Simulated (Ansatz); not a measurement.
The system is GeW.

```
Ge W
1.0
     0.00000    2.57761    2.57761
     2.57761    0.00000    2.57761
     2.57761    2.57761    0.00000
Ge W
1 1
Direct
  0.50000 0.50000 0.50000
  0.00000 0.00000 0.00000
```

The cell was built by a generator and needn't be a form met in nature.

- Program: Ansatz 0.2.0
- Task: relaxation of cell and atoms
- Functional: PBEsol
- Dispersion: D4
- Potentials or basis: Ansatz PAW
- Cutoff: 420 eV (not typed: the program's choice for these potentials)
- k mesh: 9 × 9 × 9
- Occupations: fermi-dirac, width 0.05 eV
- Spin: no spin polarisation

At the start: volume 17.13 Å³/atom.

Question: Where does the relaxation end?

Answer: It ends after 5 steps and the volume is 16.33 Å³/atom (-4.6 %); space group Fm-3m (No. 225, to 0.05 Å).

The path:
| step | energy change (eV) | largest force (eV/Å) | volume (Å³) |
| --- | --- | --- | --- |
| 1 | 0.0000 | 0.0000 | 34.25 |
| 2 | -0.0168 | 0.0000 | 31.49 |
| 3 | -0.0435 | 0.0000 | 32.76 |
| 4 | -0.0438 | 0.0000 | 32.66 |
| 5 | -0.0433 | 0.0000 | 32.66 |

Final structure:
```
Ge W
1.0
     0.00000    2.53715    2.53715
     2.53715    0.00000    2.53715
     2.53715    2.53715    0.00000
Ge W
1 1
Direct
  0.50000 0.50000 0.50000
  0.00000 0.00000 0.00000
```

Caveat: the plane-wave basis is chosen anew once the cell has moved, so the energies of steps on either side of that aren't comparable; pairwise dispersion overbinds metals, which lowers pressure and volume; the PAW data sets come from PBE, with cores solved anew for the run's functional, which leaves a small shift of forces and pressure.
